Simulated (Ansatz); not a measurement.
**GeH₅O+: single points off equilibrium**

An exercise on one series of results from a longer session: the logs are not shown, and one member is left open.

The runs use Ansatz 0.2.0, Gaussian basis; single points in def2-TZVPP.

Correlated methods freeze the cores. Filled d shells of the heavier atoms are correlated.

## The starting structure

SMILES `[OH2+][GeH3]`, 7 atoms, charge 1, spin multiplicity 1.

Atoms are counted from 1 here; the program's logs count them from 0.

Bond lengths: O1–Ge2 2.042 Å, O1–H3 0.984 Å, O1–H4 1.096 Å, Ge2–H5 1.427 Å, Ge2–H6 1.570 Å, Ge2–H7 1.674 Å. Angles: Ge2–O1–H3 126.4°, Ge2–O1–H4 121.7°, H3–O1–H4 104.7°, O1–Ge2–H5 94.3°, O1–Ge2–H6 106.1°, O1–Ge2–H7 94.8°, H5–Ge2–H6 119.2°, H5–Ge2–H7 119.6°, H6–Ge2–H7 114.9°.

As a file:

```xyz
7

O    -0.0560   -1.1036    0.1247
Ge    0.0848    0.9286   -0.0147
H    -0.8853   -1.6333    0.1229
H     0.6471   -1.6888    0.7283
H    -0.7588    1.0158   -1.1622
H    -0.4264    1.4969    1.3571
H     1.7477    0.9411   -0.2075
```

The first run:

File run/in.yaml:

```yaml
crystal:
  periodic: [false, false, false]
  atoms:
    - {symbol: O, position_ang: [-0.056000, -1.103600, 0.124700]}
    - {symbol: Ge, position_ang: [0.084800, 0.928600, -0.014700]}
    - {symbol: H, position_ang: [-0.885300, -1.633300, 0.122900]}
    - {symbol: H, position_ang: [0.647100, -1.688800, 0.728300]}
    - {symbol: H, position_ang: [-0.758800, 1.015800, -1.162200]}
    - {symbol: H, position_ang: [-0.426400, 1.496900, 1.357100]}
    - {symbol: H, position_ang: [1.747700, 0.941100, -0.207500]}
basis:
  gaussian: {orbitals: def2-TZVPP}
total_charge: 1
correlation: {method: ccsd_t}
output: {forces: true}
```

No record of the launch command was kept for these runs.

Among the steps run: CCSD(T)/def2-TZVPP; PBE0-D4/def2-TZVPP; wB97M-V/def2-TZVPP; r2SCAN-D4/def2-TZVPP; PBE-D4/def2-TZVPP; BLYP-D4/def2-TZVPP; r2SCANh-D4/def2-TZVPP.

One of the session's tables, all rows but one given; the rest of the session is left out.

| method | RMS force component (eV/Å) | angle to CCSD(T) forces (°) |
| --- | --- | --- |
| CCSD(T) | 1.635 | reference |
| PBE0-D4 | 1.665 | 2.2 |
| wB97M-V | 1.654 | 1.8 |
| r2SCAN-D4 | ? | ? |
| PBE-D4 | 1.544 | 6.7 |
| BLYP-D4 | 1.525 | 7.7 |
| r2SCANh-D4 | 1.654 | 1.1 |

Estimate the missing values for r2SCAN-D4.

**Answer.** RMS force component (eV/Å): 1.617; angle to CCSD(T) forces (°): 1.3. In the column «RMS force component (eV/Å)» it lies between PBE-D4 (1.544) and CCSD(T) (1.635).
